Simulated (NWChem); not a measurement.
# One shape, several levels: Si2H4OF2 (SMILES O[SiH](F)[SiH2]F)

Wanted: a comparison of 5 runs (HF/def2-SVP, B3LYP/6-31G*, PBE0/def2-SVP, MP2/def2-SVP, CCSD(T)/def2-SVP) of Si2H4OF2. 

Program for the calculation: NWChem 7.3.0.

47 further runs of the same task are left out: 47 set aside as unsound or not needed. Runs told in other sessions of the task aren't counted.

**1. Starting point**

Si2H4OF2 has 9 atoms, charge 0, and is taken as a singlet. SMILES: `O[SiH](F)[SiH2]F`. One bond was lengthened or shortened from a relaxed shape.

Bond lengths: O1–Si2 1.634 Å, Si2–F3 1.601 Å, Si2–Si4 2.358 Å, Si4–F5 1.612 Å, O1–H6 0.959 Å, Si2–H7 1.702 Å, Si4–H8 1.485 Å, Si4–H9 1.487 Å. Some angles: O1–Si2–F3 110.8°, O1–Si2–Si4 109.5°, F3–Si2–Si4 107.8°, Si2–Si4–F5 106.0°, O1–Si2–H7 106.2°, F3–Si2–H7 107.1°, Si4–Si2–H7 115.4°, Si2–O1–H6 118.4°, Si2–Si4–H8 114.0°, Si2–Si4–H9 111.6°.

**2. A single-point energy at HF/def2-SVP (run 1)**

struct.nw reads:

```
start struct
title "F2H4OSi2 hf"
memory total 2200 mb

geometry noautosym nocenter noautoz
O      0.647016     1.811956    -0.576037
Si     0.772116     0.183056    -0.544137
F      0.789416    -0.414444    -2.029537
Si    -1.091284    -0.727144     0.577263
F     -2.331184     0.247856     0.242763
H     -0.211484     2.200156    -0.756137
H      2.284600    -0.163900     0.153800
H     -1.450284    -2.098644     0.135563
H     -0.898784    -0.723044     2.051263
end

basis spherical bse
O library def2-SVP
Si library def2-SVP
F library def2-SVP
H library def2-SVP
end

scf
singlet
rhf
thresh 1e-08
maxiter 80
noprint "final vectors analysis"
end

task scf
```

Started as:

```console
$ nwchem struct.nw > struct.out
```

The log of the run:

```text
[...]
  functions       =    98
[...]
  wavefunction    = RHF
[...]
         Total SCF energy =   -853.669281728578
      One-electron energy =  -1797.135569225740
      Two-electron energy =    636.844577813808
 Nuclear repulsion energy =    306.621709683354
        Time for solution =     15.6s
[...]
```

Run time: 17 s. Hardware: 1 thread of Intel Xeon Platinum 8259CL at 2.50GHz (Skylake/Cascade Lake), shared host; peak memory 0.1 GiB.

**3. The energy at B3LYP/6-31G(d) (spherical functions) (run 2)**

run.py reads:

```python
from ase import Atoms
from ase.calculators.nwchem import NWChem

molecule = Atoms(['O', 'Si', 'F', 'Si', 'F', 'H', 'H', 'H', 'H'], positions=[
    [0.647016, 1.811956, -0.576037],
    [0.772116, 0.183056, -0.544137],
    [0.789416, -0.414444, -2.029537],
    [-1.091284, -0.727144, 0.577263],
    [-2.331184, 0.247856, 0.242763],
    [-0.211484, 2.200156, -0.756137],
    [2.284600, -0.163900, 0.153800],
    [-1.450284, -2.098644, 0.135563],
    [-0.898784, -0.723044, 2.051263],
])

calc = NWChem(
    label='f2h4osi2',
    theory='dft',
    memory='2200 mb',
    basis='6-31G*',
    basispar='spherical bse',
    dft={'xc': 'b3lyp', 'mult': '1', 'grid': 'xfine', 'convergence': 'energy 1e-08', 'iterations': '100', 'mulliken': None},
    task='energy',
)
molecule.calc = calc

print("Total energy (eV):", round(molecule.get_potential_energy(), 6))
print("dipole (e A):", molecule.get_dipole_moment().round(4))
```

Started as:

```console
$ export ASE_NWCHEM_COMMAND="nwchem PREFIX.nwi > PREFIX.nwo"
$ python run.py
```

The log of the run:

```text
Total energy (eV): -23304.528923
dipole (e A): [-0.1594 -0.0435  0.1757]
```

The calculator wrote f2h4osi2.nwi:

```
title "f2h4osi2"

permanent_dir f2h4osi2

scratch_dir f2h4osi2

start f2h4osi2

geometry units angstrom nocenter noautosym noautoz
  O  6.4701600000000004e-01 1.8119559999999999e+00 -5.7603700000000002e-01
  Si 7.7211600000000002e-01 1.8305600000000000e-01 -5.4413699999999998e-01
  F  7.8941600000000001e-01 -4.1444399999999998e-01 -2.0295369999999999e+00
  Si -1.0912839999999999e+00 -7.2714400000000001e-01 5.7726299999999997e-01
  F  -2.3311839999999999e+00 2.4785599999999999e-01 2.4276300000000001e-01
  H  -2.1148400000000001e-01 2.2001559999999998e+00 -7.5613699999999995e-01
  H  2.2846000000000002e+00 -1.6389999999999999e-01 1.5379999999999999e-01
  H  -1.4502839999999999e+00 -2.0986440000000002e+00 1.3556299999999999e-01
  H  -8.9878400000000003e-01 -7.2304400000000002e-01 2.0512630000000001e+00
end

memory 2200 mb

basis spherical bse noprint
   * library 6-31G*
end

dft
  xc b3lyp
  mult 1
  grid xfine
  convergence energy 1e-08
  iterations 100
  mulliken
end

task dft energy
```

f2h4osi2.nwo:

```text
Northwest Computational Chemistry Package (NWChem) 7.3.0
             --------------------------------------------------------

           Job information
           ---------------

    nwchem branch   = 7.3.0
    use scalapack   = T
    input           = f2h4osi2.nwi
    prefix          = f2h4osi2.
    data base       = f2h4osi2/f2h4osi2.db
    status          = startup
    nproc           =        1

           Memory information
           ------------------

[... 5 lines left out ...]
    hardfail = no
[... 124 lines left out ...]
          Convergence on energy requested:  1.00D-08
[... 27 lines left out ...]
          Convergence Information
[... 30 lines left out ...]
 1-e energy   =   -1795.386967
[... 42 lines left out ...]
      One electron energy =    -1798.535668017222
[... 8 lines left out ...]
                       DFT Final Molecular Orbital Analysis
[... 636 lines left out ...]
     Multipole analysis of the density
     ---------------------------------

     L   x y z        total         alpha         beta         nuclear
     -   - - -        -----         -----         ----         -------
     0   0 0 0     -0.000000    -29.000000    -29.000000     58.000000

     1   1 0 0     -0.301252     12.552195     12.552195    -25.405642
[... 8 lines of this table left out ...]
     2   0 0 2    -33.412593   -112.925124   -112.925124    192.437655

 Task  times  cpu:       46.9s     wall:       46.9s
 Total times  cpu:       46.9s     wall:       46.9s
```

Run time: 48 s. Hardware: 1 thread of Intel Xeon Platinum 8259CL at 2.50GHz (Skylake/Cascade Lake), shared host; peak memory 0.14 GiB.

**4. The energy at PBE0/def2-SVP (run 3)**

work.nw reads:

```
start work
title "F2H4OSi2"
memory 2200 mb
geometry noautosym nocenter noautoz
 O        0.647016       1.811956      -0.576037
 Si       0.772116       0.183056      -0.544137
 F        0.789416      -0.414444      -2.029537
 Si      -1.091284      -0.727144       0.577263
 F       -2.331184       0.247856       0.242763
 H       -0.211484       2.200156      -0.756137
 H        2.284600      -0.163900       0.153800
 H       -1.450284      -2.098644       0.135563
 H       -0.898784      -0.723044       2.051263
end
basis spherical bse
 * library def2-SVP
end
dft
 xc pbe0
 grid fine
 convergence energy 1e-08
 maxiter 100
 mulliken
end
task dft energy
```

Started as:

```console
$ nwchem work.nw > work.out
```

The log of the run:

```text
[...]
          Wavefunction type:  closed shell.
          No. of atoms     :     9
          No. of electrons :    58
[...]
          Charge           :     0
          Spin multiplicity:     1
[...]
          AO basis - number of functions:    98
[...]
              XC Information
              --------------
                         PBE0 Method XC Functional
                     Hartree-Fock (Exact) Exchange  0.250
          PerdewBurkeErnzerhof Exchange Functional  0.750
            Perdew 1991 LDA Correlation Functional  1.000 local
           PerdewBurkeErnz. Correlation Functional  1.000 non-local
[...]
 d= 0,ls=0.0,diis     1   -855.3913924724 -1.16D+03  1.70D-02  1.10D+00     3.1
[...]
 d= 0,ls=0.0,diis    10   -855.5170532627 -1.36D-09  1.52D-07  3.80D-10    23.7
         Total DFT energy =     -855.517053262661
      One electron energy =    -1797.726748934048
           Coulomb energy =      708.029540929680
    Exchange-Corr. energy =      -72.441554941647
 Nuclear repulsion energy =      306.621709683354
[...]
      Total Density - Mulliken Population Analysis
     ---------------------------------------------
    Atom       Charge   Shell Charges
 -----------   ------   -------------------------------------------------------
    1 O    8     8.39   1.99  1.07  0.64  2.89  1.80  0.01
    2 Si  14    13.34   2.00  1.98  1.01  0.13  5.93  1.17  0.70  0.42
    3 F    9     9.33   1.99  1.13  0.80  3.35  2.07  0.01
    4 Si  14    13.53   2.00  1.98  1.06  0.19  5.93  1.27  0.84  0.27
    5 F    9     9.35   1.99  1.12  0.80  3.35  2.08  0.00
    6 H    1     0.79   0.67  0.05  0.07
    7 H    1     1.11   0.67  0.43  0.01
    8 H    1     1.07   0.74  0.33  0.01
    9 H    1     1.08   0.74  0.33  0.01
[...]
```

It took 25 s on 1 thread of Intel Xeon Platinum 8259CL at 2.50GHz (Skylake/Cascade Lake), shared host; peak memory 0.12 GiB.

Run 4 isn't shown in full; the table further down has it.

**5. A single-point energy at CCSD(T)/def2-SVP (run 5)**

f2h4osi2.nw reads:

```
start f2h4osi2
title "F2H4OSi2"
memory total 2200 mb
charge 0
geometry noautosym nocenter noautoz
 O      0.647016     1.811956    -0.576037
 Si     0.772116     0.183056    -0.544137
 F      0.789416    -0.414444    -2.029537
 Si    -1.091284    -0.727144     0.577263
 F     -2.331184     0.247856     0.242763
 H     -0.211484     2.200156    -0.756137
 H      2.284600    -0.163900     0.153800
 H     -1.450284    -2.098644     0.135563
 H     -0.898784    -0.723044     2.051263
end
basis spherical bse
 * library def2-SVP
end
scf
 thresh 1e-08
 maxiter 80
end
ccsd
 freeze core 13
 maxiter 60
end
task ccsd(t)
```

Started as:

```console
$ nwchem f2h4osi2.nw > f2h4osi2.out
```

The log of the run:

```text
[...]
  functions       =    98
[...]
  wavefunction    = RHF
[...]
         Total SCF energy =   -853.669281728578
      One-electron energy =  -1797.135569225740
      Two-electron energy =    636.844577813808
 Nuclear repulsion energy =    306.621709683354
        Time for solution =     15.5s
[...]
 Total MP2 energy:           -854.414230817782709
[...]
             energy      energy      error      ampl     ampl      Block
                                                time     time      time
[...]
 Total CCSD energy:           -854.451493241473145
[...]
 Total CCSD+T(CCSD) energy:           -854.467540890694522
[...]
 Total CCSD(T) energy:                -854.465892160995054
[...]
```

It took 4.4 min on 1 thread of Intel Xeon Platinum 8259CL at 2.50GHz (Skylake/Cascade Lake), shared host; peak memory 0.37 GiB.

**6. All runs side by side**

```csv
run,level,iteration cap,module,energy (Eh),dipole moment (D) of the reference,wall time
1,HF/def2-SVP,80,scf,-853.669282,1.41,17 s
2,B3LYP/6-31G* (spherical functions),100,dft,-856.425649,1.16,48 s
3,PBE0/def2-SVP,100,dft,-855.517053,1.11,25 s
4,MP2/def2-SVP,80,mp2,-854.414231,–,20 s
5,CCSD(T)/def2-SVP,80,ccsd(t),-854.465892,–,4.4 min
```

**7. Results**

| quantity | value |
| --- | --- |
| run 5: total energy | -854.46589 Eh |
| run 5: HOMO energy (Hartree–Fock orbitals) | -11.28 eV |
| run 5: LUMO energy (Hartree–Fock orbitals) | 2.52 eV |
| run 5: HOMO–LUMO gap (Hartree–Fock orbitals) | 13.80 eV |
| run 5: correlation energy (13 core orbitals frozen) | -796.6 mEh |
| run 5: (T) correction | -14.40 mEh |

What this shows: Below the HF energy at the same shape and in the same basis (def2-SVP): MP2 -744.9 mEh; CCSD(T) -796.6 mEh. Over runs 1, 2, 3 the dipole moment (its size) runs from 1.11 D (PBE0/def2-SVP) to 1.41 D (HF/def2-SVP). Totals of different functionals can't be ranked against each other. All runs together took 6.2 min, the longest 4.4 min.
